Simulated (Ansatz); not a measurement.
This script drives the Python package of Ansatz (0.2.0).

`cu.py`
```python
from collections import Counter

import ansatz as az
import numpy as np
import pandas as pd


def fcc(A, a):
    return (
        az.Lattice.fcc(a)
        .space_group(225)
        .atom(A, (0, 0, 0))
        .primitive()
    )

A_FIRST, A_LAST = 3.62, 3.92


def run_phase(name, crystal):
    calc = (
        crystal.calculation()
        .basis(24 * az.Ha)
        .functional("r2SCAN")
        .kpoints(spacing=0.3)
        .occupations("fermi_dirac", width=0.1)
        .band_table()
    )
    calc = calc.relax(force_tolerance=0.01, max_steps=40, cell=True)
    return calc.run(threads=1)

def relaxed_twice(name, crystal):
    # the second pass draws mesh and plane waves anew for the relaxed cell
    first = run_phase(name, crystal)
    again = az.Crystal(lattice=az.Lattice.of(first.lattice.cell_ang))
    for site in first.report["lattice"]["sites"]:
        again = again.atom(site["symbol"], site["position_frac"])
    return run_phase(name, again)


def volume_per_atom(outcome):
    return abs(np.linalg.det(outcome.lattice.cell_ang)) / len(outcome.lattice.sites)


def counts(outcome):
    return Counter(site.symbol for site in outcome.lattice.sites)

phases = {"Cu": fcc("Cu", A_FIRST), "Pt": fcc("Pt", A_LAST)}
for k in [4]:
    a = A_FIRST + (A_LAST - A_FIRST) * k / 8
    supercell = fcc("Cu", a).supercell(2).resolved()
    for seed in [41]:
        drawn = supercell.site_disorder().occupy("Cu", Cu=8 - k, Pt=k).random(seed=seed)
        phases[f"Cu{8 - k}Pt{k} seed {seed}"] = drawn.crystal

done = {}
for name, crystal in phases.items():
    done[name] = relaxed_twice(name, crystal)
    print(f"{name}: {done[name].report['energy_sigma0_ev']:.4f} eV, {len(done[name].lattice.sites)} atoms")

# mixing quantities against the straight line between the end members, both on this lattice
x = {name: counts(o)["Pt"] / (counts(o)["Cu"] + counts(o)["Pt"]) for name, o in done.items()}
first, last = min(x, key=x.get), max(x, key=x.get)
energy = {name: o.report["energy_sigma0_ev"] / len(o.lattice.sites) for name, o in done.items()}
volume = {name: volume_per_atom(o) for name, o in done.items()}
rows = []
for name in sorted(done, key=x.get):
    line = lambda table: (1 - x[name]) * table[first] + x[name] * table[last]
    rows.append((name, x[name], 1000 * (energy[name] - line(energy)), volume[name], 100 * (volume[name] / line(volume) - 1)))
print(pd.DataFrame(rows, columns=["cell", "x(Pt)", "E_mix (meV/atom)", "V (A^3/atom)", "excess V (%)"]).round(4).to_string(index=False))
```

It is started by `python cu.py`. Estimate its wall time and peak memory on 1 thread of Arm Neoverse V1 (shared host).

It took about 3.1 min, with a peak of 1 GiB, for 6 runs of the engine.

```console
$ python cu.py
Cu: -6631.2444 eV, 1 atoms
Pt: -12536.7705 eV, 1 atoms
Cu4Pt4 seed 41: -76673.1975 eV, 8 atoms
          cell  x(Pt)  E_mix (meV/atom)  V (A^3/atom)  excess V (%)
            Cu    0.0            0.0000       11.4232        0.0000
Cu4Pt4 seed 41    0.5         -142.2289       13.7023        2.4489
            Pt    1.0            0.0000       15.3264        0.0000
```

Notes:
- Total energies depend on the potentials; only differences at equal settings carry meaning.
- For the metals among these phases the mesh is modest: differences between phases can be off by up to 40 meV an atom.
- Spin-orbit coupling, which matters for elements this heavy, is left out.
- Cells of eight mixed sites are far from the random limit, and both end members stand on the same lattice, which need not be their own. Differences under about 40 meV an atom lie within the error of mesh and functional.
- The cells are prototypes set up for this calculation and needn't exist.

(Lines on the test bed's own set-up are left out of the output.)
